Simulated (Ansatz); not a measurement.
# Cl− with CO: structure and interaction energy

The task here is to estimate one member of a computed series from the others.

The runs use Ansatz 0.2.0, Gaussian basis; PBE0-D4 structure, single points in def2-TZVPPD.

Levels: PBE-D4, revPBE-D4, BLYP-D4, r2SCAN-D4, B97M-V, PBE0-D4, B3LYP-D4, HSE06-D4, wB97X-V, wB97M-V, B2PLYP, Hartree-Fock, MP2, CCSD, CCSD(T). The reference is CCSD(T) extrapolated to the basis limit.

Cores are frozen in the correlated methods. B3LYP uses VWN-RPA correlation. B2PLYP carries no dispersion term here.

163 further runs of the same task are left out: 163 set aside as unsound or not needed.

**The starting structure**

The pair, from a GFN2-xTB docking trial: 3 atoms, charge -1, spin multiplicity 1.

Atoms are counted from 1 here; the program's logs count them from 0.

Bond lengths: C2–O3 1.168 Å.

Geometry (Å):

```xyz
3
CClO
Cl    0.2032   -0.0075   -1.6308
C     0.4330   -0.0159    0.5808
O    -0.6362    0.0234    1.0500
```

Atoms 1 to 1 are fragment A (Cl−), the rest fragment B (CO).

The first run:

File pre/in.yaml:

```yaml
crystal:
  periodic: [false, false, false]
  atoms:
    - {symbol: Cl, position_ang: [0.203200, -0.007500, -1.630800]}
    - {symbol: C, position_ang: [0.433000, -0.015900, 0.580800]}
    - {symbol: O, position_ang: [-0.636200, 0.023400, 1.050000]}
basis:
  gaussian: {orbitals: def2-SVPD}
total_charge: -1
hamiltonian: {xc: pbe, dispersion: d4}
relax: {f_tol: 0.03, max_steps: 250}
```

Launch:

```
> ansatz run in.yaml --threads 2 --pin off --events-out ev --progress --plain --max-ram 5222MiB
```

Among the steps run: A first relaxation in a small basis; Relaxation at PBE0-D4; wB97X-V/def2-TZVPPD; wB97M-V/def2-TZVPPD; B2PLYP/def2-TZVPPD; B97M-V/def2-TZVPPD; CCSD(T)/def2-TZVPPD; Hartree-Fock/STO-3G; SPW92/def2-SVP; wB97M-V/def2-SVP; CCSD(T)/def2-SVP; Vibrations of the pair.

One of the session's tables, all rows but one given; the rest of the session is left out.

| method | interaction (kcal/mol) |
| --- | --- |
| PBE-D4 | -6.14 |
| revPBE-D4 | -5.54 |
| BLYP-D4 | -5.35 |
| r2SCAN-D4 | -5.48 |
| B97M-V | ? |
| PBE0-D4 | -4.97 |
| B3LYP-D4 | -4.67 |
| HSE06-D4 | -5.01 |
| wB97X-V | -3.55 |
| wB97M-V | -3.62 |
| B2PLYP | -2.63 |
| Hartree-Fock | -0.72 |
| MP2 | -1.84 |
| CCSD | -1.71 |
| CCSD(T) | -2.06 |
| CCSD(T)/CBS | -2.98 |

Q: Estimate the row for B97M-V from the others.

The run gave: interaction (kcal/mol): -4.91. In the column «interaction (kcal/mol)» it lies between PBE0-D4 (-4.97) and B3LYP-D4 (-4.67).
